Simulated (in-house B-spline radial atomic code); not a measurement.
# Ce³⁵⁺: starting-point dependence of G0W0 and RPA

Aim: see how far the highest quasi-particle level and the RPA correlation energy of Ce³⁵⁺ depend on the orbitals that they are built on.

Program: an in-house B-spline radial atomic code, version 1. Level of theory: RPA, second order, AC-SOSEX and G0W0 (contour deformation) on a scalar-relativistic mean field, all electrons; no spin-orbit coupling, Breit or QED terms, no two-electron picture change. These are calculated values, not measurements, unless marked.

### 1 The system

- element: cerium (Z = 58)
- charge: +35
- electrons: 23
- configuration: [Ar] 3d5
- Hamiltonian: scalar-relativistic (spin-free one-electron X2C), finite nucleus
- starts: Hartree-Fock, PBE, LDA (VWN5), PBEsol

Outer shells as boxes (Hund's rule):

Ce35+
```
[Ar] core
3d [↑ ][↑ ][↑ ][↑ ][↑ ]
```

### 2 Hartree-Fock start

Settings of the run:

```ini
Z = 58
electrons = 23.0
configuration = [Ar] 3d5
hamiltonian = x2c
method = hf
lmax = 9
rms_radius = 4.8771
spin_polarised = True
box_radius = 2.72
intervals = 61
```

Run with:

```bash
python run_gw.py task.json out
```

task.json lists these runs, among others, and the program works through them in turn.

From the run's result record (rounded, not every field):

```text
status: converged
energies [hartree]:
  mean_field: -7997.844813
  exx_total: -7997.844813
  exchange: -154.5707671
  rpa: -1.7475702
  rpa_summed: -1.7288852
  direct_second_order: -1.8255398
  second_order_exchange: 0.59504092
  sosex: 0.57900115
rpa_by_multipole [hartree]: [-0.331093, -0.740687, -0.291724, -0.193869, -0.08359, -0.044198, -0.0223156, -0.0125306, -0.00629589, -0.00208522, -0.000467891, -3.01418e-05]
polarisability [bohr^3: independent particles, RPA]: [0.00920895, 0.00762817]
gap [hartree]: 13.4556
levels [hartree]:
  - {"name": "3d up", "occ": 1, "e": -88.35956, "sx": -7.190302, "vxc": -7.190302, "sc": 0.0698974, "z": 0.9952277, "qp": -88.29192, "tail": -0.002265355}
  - {"name": "3p down", "occ": 1, "e": -96.98582, "sx": -5.826787, "vxc": -5.826787, "sc": -0.03708559, "z": 0.9939394, "qp": -97.02479, "tail": -0.001878187}
  - {"name": "3p up", "occ": 1, "e": -98.79349, "sx": -7.686118, "vxc": -7.686118, "sc": 0.4353269, "z": 0.9328507, "qp": -98.35993, "tail": -0.001756414}
  - {"name": "3s down", "occ": 1, "e": -105.4559, "sx": -6.722958, "vxc": -6.722958, "sc": 0.3755391, "z": 0.9505639, "qp": -105.082, "tail": -0.001667248}
  - {"name": "3d down", "occ": 0, "e": -83.53022, "sx": -2.311624, "vxc": -2.311624, "sc": -0.1966875, "z": 0.9955295, "qp": -83.72917, "tail": -0.00226189}
```

It took 3.8 s on 1 thread, shared host.

In the record, exx_total is the Hartree-Fock functional on the start's orbitals, rpa_summed the RPA energy up to lmax and rpa the same with the tail beyond it, gap the smallest same-spin excitation energy of the start. For a level, e is the start's value, sx and sc the exchange and correlation self-energies, vxc the start's own term, z the quasi-particle weight, and qp = e + sx − vxc + sc + tail. Deeper levels of weight under 0.85 meet poles of the self-energy and are not shown.

The 3d↑ level moves from -2404.39 to -2402.55 eV (weight 1.00).

The largest part of the RPA energy comes from multipole 1 (43 % of the sum).

### 3 PBE start

Changes to the settings of step 2:

```diff
@@ -4,3 +4,3 @@
 hamiltonian = x2c
-method = hf
+method = pbe,pbe
 lmax = 9
```

Main fields:

```text
status: converged
energies [hartree]:
  mean_field: -7998.719267
  exx_total: -7997.830247
  exchange: -154.5226935
  rpa: -1.8276579
  rpa_summed: -1.8088525
  direct_second_order: -1.9217139
  second_order_exchange: 0.63051652
  sosex: 0.61032695
rpa_by_multipole [hartree]: [-0.344146, -0.786363, -0.302064, -0.201706, -0.085435, -0.0449708, -0.0225862, -0.0126425, -0.0063396, -0.00209809, -0.000470552, -3.03115e-05]
polarisability [bohr^3: independent particles, RPA]: [0.0111769, 0.00884785]
gap [hartree]: 10.03089
levels [hartree]:
  - {"name": "3d up", "occ": 1, "e": -86.37705, "sx": -7.192287, "vxc": -5.207818, "sc": 0.09193963, "z": 0.9935589, "qp": -88.27186, "tail": -0.002275129}
  - {"name": "3p down", "occ": 1, "e": -95.45245, "sx": -5.849456, "vxc": -4.309696, "sc": -0.03041057, "z": 0.9915209, "qp": -97.02451, "tail": -0.00188438}
  - {"name": "3d down", "occ": 0, "e": -85.42156, "sx": -2.336078, "vxc": -4.23409, "sc": -0.2119554, "z": 0.9942565, "qp": -83.73778, "tail": -0.002279566}
```

Wall time 4 s (1 thread, shared host).

G0W0 moves 3d↑ down by 51.6 eV, to -2402.00 eV.

### 4 LDA (VWN5) start

Changes to the settings of step 3:

```diff
@@ -4,3 +4,3 @@
 hamiltonian = x2c
-method = pbe,pbe
+method = lda,vwn
 lmax = 9
```

Main fields:

```text
status: converged
energies [hartree]:
  mean_field: -7991.424245
  exx_total: -7997.822
  exchange: -154.4392959
  rpa: -1.8286859
  rpa_summed: -1.8098876
  direct_second_order: -1.9230367
  second_order_exchange: 0.63092476
  sosex: 0.6106577
rpa_by_multipole [hartree]: [-0.344726, -0.786851, -0.302094, -0.201703, -0.0854104, -0.0449528, -0.0225773, -0.0126377, -0.00633725, -0.00209737, -0.000470351, -3.02936e-05]
polarisability [bohr^3: independent particles, RPA]: [0.0112186, 0.00887299]
gap [hartree]: 9.967271
levels [hartree]:
  - {"name": "3d up", "occ": 1, "e": -86.3619, "sx": -7.192564, "vxc": -5.184897, "sc": 0.09241253, "z": 0.993522, "qp": -88.27943, "tail": -0.002274028}
  - {"name": "3p down", "occ": 1, "e": -95.41601, "sx": -5.849938, "vxc": -4.265627, "sc": -0.02994109, "z": 0.9914566, "qp": -97.03214, "tail": -0.001882717}
  - {"name": "3d down", "occ": 0, "e": -85.44874, "sx": -2.337201, "vxc": -4.255267, "sc": -0.2124766, "z": 0.99423, "qp": -83.74543, "tail": -0.002278723}
```

Run time: 3.9 s. Hardware: 1 thread, shared host.

The 3d↑ level moves from -2350.03 to -2402.21 eV (weight 0.99).

### 5 PBEsol start

Changes to the settings of step 4:

```diff
@@ -4,3 +4,3 @@
 hamiltonian = x2c
-method = lda,vwn
+method = pbesol
 lmax = 9
```

Main fields:

```text
status: converged
energies [hartree]:
  mean_field: -7995.356207
  exx_total: -7997.829076
  exchange: -154.4894073
  rpa: -1.8279222
  rpa_summed: -1.8091171
  direct_second_order: -1.9220581
  second_order_exchange: 0.63062627
  sosex: 0.61041522
rpa_by_multipole [hartree]: [-0.344244, -0.786502, -0.30208, -0.201719, -0.0854353, -0.04497, -0.0225858, -0.0126423, -0.00633949, -0.00209806, -0.000470539, -3.0309e-05]
polarisability [bohr^3: independent particles, RPA]: [0.011187, 0.00885301]
gap [hartree]: 10.01246
levels [hartree]:
  - {"name": "3d up", "occ": 1, "e": -86.36256, "sx": -7.192445, "vxc": -5.190533, "sc": 0.09207395, "z": 0.9935464, "qp": -88.27468, "tail": -0.002275023}
  - {"name": "3p down", "occ": 1, "e": -95.4261, "sx": -5.84973, "vxc": -4.280593, "sc": -0.03018893, "z": 0.991501, "qp": -97.02731, "tail": -0.001884177}
  - {"name": "3d down", "occ": 0, "e": -85.41364, "sx": -2.336426, "vxc": -4.223794, "sc": -0.2119048, "z": 0.994252, "qp": -83.74046, "tail": -0.002279592}
```

It took 3.7 s on 1 thread, shared host.

G0W0 moves 3d↑ down by 52.0 eV, to -2402.08 eV.

### 6 The members side by side

```
       start  level  mean field (eV)  G0W0 (eV)  weight  RPA (hartree)  RPA+SOSEX (hartree)  α, direct RPA (bohr³)   time  miss (eV)
Hartree-Fock    3d↑         -2404.39   -2402.55   0.995       -1.74757             -1.16857               0.007628  3.8 s      +24.5
         PBE    3d↑         -2350.44   -2402.00   0.994       -1.82766             -1.21733               0.008848    4 s      +24.0
  LDA (VWN5)    3d↑         -2350.03   -2402.21   0.994       -1.82869             -1.21803               0.008873  3.9 s      +24.2
      PBEsol    3d↑         -2350.05   -2402.08   0.994       -1.82792             -1.21751               0.008853  3.7 s      +24.1
```

The miss is the G0W0 removal energy (the level with its sign changed) less the tabulated theoretical ionisation energy, 2378.0 ± 5 eV. Times are single runs on a shared host.

### 7 Outcome

```
                                          quantity                                                              value
   highest level, mean field (range over the runs)                                            -2404.39 to -2350.03 eV
         highest level, G0W0 (range over the runs)                                            -2402.55 to -2402.00 eV
                            RPA correlation energy                                           -1.829 to -1.748 hartree
                                         RPA+SOSEX                                         -1.2180 to -1.1686 hartree
tabulated theoretical ionisation energy (3d shell)  2378.0 ± 5 eV (NIST Atomic Spectra Database, ionization energies)
               G0W0 removal energy less that value                                                  +24.0 to +24.5 eV
```

In words: Across the starts the mean-field level varies by 54.4 eV and the G0W0 level by 0.55 eV (1.0 % as much). On the semilocal starts the correction is downwards, 52 eV, since their self-interaction lifts occupied levels. The RPA energy is largest in size on LDA (VWN5) and smallest on Hartree-Fock, 4.4 % apart; over the runs it loosely follows the gap of the start, as smaller excitation energies give more correlation. All runs miss the tabulated theoretical ionisation energy, 2378.0 ± 5 eV, by about +24.1 eV (+1.0 %), far more than they differ among themselves. Spin-orbit coupling is left out: in so heavy and highly charged an ion the half-filled shell is really jj-coupled, so the high-spin state computed here is a model and the comparison is rough. Read as a removal energy, the bare PBE level is off by -27.6 eV (-1.2 %) and the nearest bare level, Hartree-Fock's, by +26.4 eV. Spin-orbit coupling, which splits the 3d shell strongly in so heavy an element, is left out.
